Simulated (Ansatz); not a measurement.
**CH₇AlGeSi: a ladder of functionals and wavefunction methods**

Aim: compute CH₇AlGeSi with functionals from several rungs and with coupled cluster, and see how far each lands from CCSD(T) at the basis-set limit for the atomisation energy.

The runs use Ansatz 0.2.0, Gaussian basis; functionals in def2-TZVPP, the program's frozen cores in correlated methods.

Plan: LDA (SPW92), PBE-D4, revPBE-D4, BLYP-D4, r2SCAN-D4, B97M-V, PBE0-D4, B3LYP-D4, r2SCANh-D4, r2SCAN0-D4, HSE06-D4, BHLYP-D4, CAM-B3LYP-D4, LC-ωPBE, ωB97X-V, ωB97M-V, B2PLYP, PBE-QIDH; CCSD(T)/def2-SVP; CCSD(T)/def2-TZVPP; MP2/def2-QZVPP; extrapolation to the limit; RPA on PBE.

### 1 Structure used throughout

All runs share one geometry, relaxed beforehand with PBE0-D4 in a triple-zeta def2 set.

SMILES `[CH2]1[AlH][GeH2][SiH2]1`, 11 atoms, charge 0, spin multiplicity 1.

Atoms are counted from 1 here; the program's logs count them from 0.

Bond lengths: C1–Al2 1.969 Å, C1–Si4 1.889 Å, C1–H5 1.101 Å, C1–H6 1.091 Å, Al2–Ge3 2.475 Å, Al2–H7 1.589 Å, Ge3–Si4 2.406 Å, Ge3–H8 1.536 Å, Ge3–H9 1.542 Å, Si4–H10 1.492 Å, Si4–H11 1.490 Å. Angles: Al2–C1–Si4 96.7°, Al2–C1–H5 105.7°, Al2–C1–H6 121.3°, Si4–C1–H5 107.2°, Si4–C1–H6 117.1°, H5–C1–H6 107.5°, C1–Al2–Ge3 89.7°, C1–Al2–H7 129.7°, Ge3–Al2–H7 140.1°, Al2–Ge3–Si4 72.4°, Al2–Ge3–H8 126.1°, Al2–Ge3–H9 114.7°, Si4–Ge3–H8 119.3°, Si4–Ge3–H9 111.9°, H8–Ge3–H9 108.3°, C1–Si4–Ge3 93.7°, C1–Si4–H10 109.7°, C1–Si4–H11 115.6° and more.

### 2 LDA

This LDA is Slater exchange with PW92 correlation.

Input file in.yaml:

```yaml
crystal:
  periodic: [false, false, false]
  atoms:
    - {symbol: C, position_ang: [-0.279461, 1.274506, -0.579519]}
    - {symbol: Al, position_ang: [1.234180, 0.926058, 0.631314]}
    - {symbol: Ge, position_ang: [0.295734, -1.308033, 1.137111]}
    - {symbol: Si, position_ang: [-0.729761, -0.532628, -0.896088]}
    - {symbol: H, position_ang: [-1.073892, 1.702328, 0.051867]}
    - {symbol: H, position_ang: [-0.170906, 1.919333, -1.452806]}
    - {symbol: H, position_ang: [2.545947, 1.784762, 0.890761]}
    - {symbol: H, position_ang: [1.066982, -2.636162, 1.129926]}
    - {symbol: H, position_ang: [-0.704743, -1.336358, 2.309975]}
    - {symbol: H, position_ang: [0.055051, -1.049771, -2.054564]}
    - {symbol: H, position_ang: [-2.173733, -0.801135, -1.147278]}
basis:
  gaussian: {orbitals: def2-TZVPP}
hamiltonian: {xc: lda}
output: {orbitals: {seedname: orbitals}}
```

The runs that follow: PBE-D4 (GGA); revPBE-D4 (GGA); BLYP-D4 (GGA); r2SCAN-D4 (meta-GGA); B97M-V (meta-GGA); PBE0-D4 (hybrid); B3LYP-D4 (hybrid); r2SCANh-D4 (hybrid); r2SCAN0-D4 (hybrid); HSE06-D4 (hybrid); BHLYP-D4 (hybrid); CAM-B3LYP-D4 (range-separated); LC-ωPBE (range-separated); ωB97X-V (range-separated); ωB97M-V (range-separated); B2PLYP (double hybrid); PBE-QIDH (double hybrid); CCSD(T) in def2-SVP; CCSD(T) in def2-TZVPP; MP2 in def2-QZVPP; RPA on PBE orbitals.

Q: Predict the results of all the runs planned. Wanted: atomisation energy, CCSD(T)/CBS; farthest beyond LDA; mean size of error, GGA; mean size of error, meta-GGA; mean size of error, hybrid; mean size of error, range-separated; mean size of error, double hybrid; gap, smallest and largest; T1 diagnostic.

**Answer**, as computed:

| quantity | value |
| --- | --- |
| atomisation energy, CCSD(T)/CBS | 34.548 eV |
| functionals within 0.345 eV (1.0 %) | PBE-D4, r2SCAN-D4, PBE0-D4, r2SCANh-D4, r2SCAN0-D4, HSE06-D4, CAM-B3LYP-D4, ωB97X-V, ωB97M-V, PBE-QIDH |
| farthest beyond LDA | revPBE-D4 (-0.816 eV) |
| mean size of error, GGA | 0.600 eV |
| mean size of error, meta-GGA | 0.224 eV |
| mean size of error, hybrid | 0.313 eV |
| mean size of error, range-separated | 0.232 eV |
| mean size of error, double hybrid | 0.518 eV |
| gap, smallest and largest | 2.95 eV (LDA (SPW92)), 9.13 eV (LC-ωPBE) |
| T1 diagnostic | 0.0124 |
| triples share of the correlation energy | 3.9 % |

**Reading.** LDA overbinds by 3.966 eV (11 %). PBE-D4 is off by -0.195 eV. Double hybrids carry the basis error of their MP2 part in triple zeta, and no dispersion term here, so their miss is partly the set-up's. The rungs meta-GGA, range-separated, hybrid miss on average by less than the doubt on the reference (0.345 eV), so they tie. Misses under about 0.345 eV are within the doubt on the reference itself, which lacks core-valence correlation, relativity and higher excitations, and its outer-core shells are covered unevenly. Hartree-Fock recovers 74 % of the binding; the rest is correlation. CCSD(T) in def2-SVP is off by -2.229 eV, more than most functionals: a good method in a small basis is no reference. Orbital gaps span 3.0 to 9.1 eV; exact exchange widens them. Correlated methods include outer-core shells of Ge, which these sets cover unevenly.
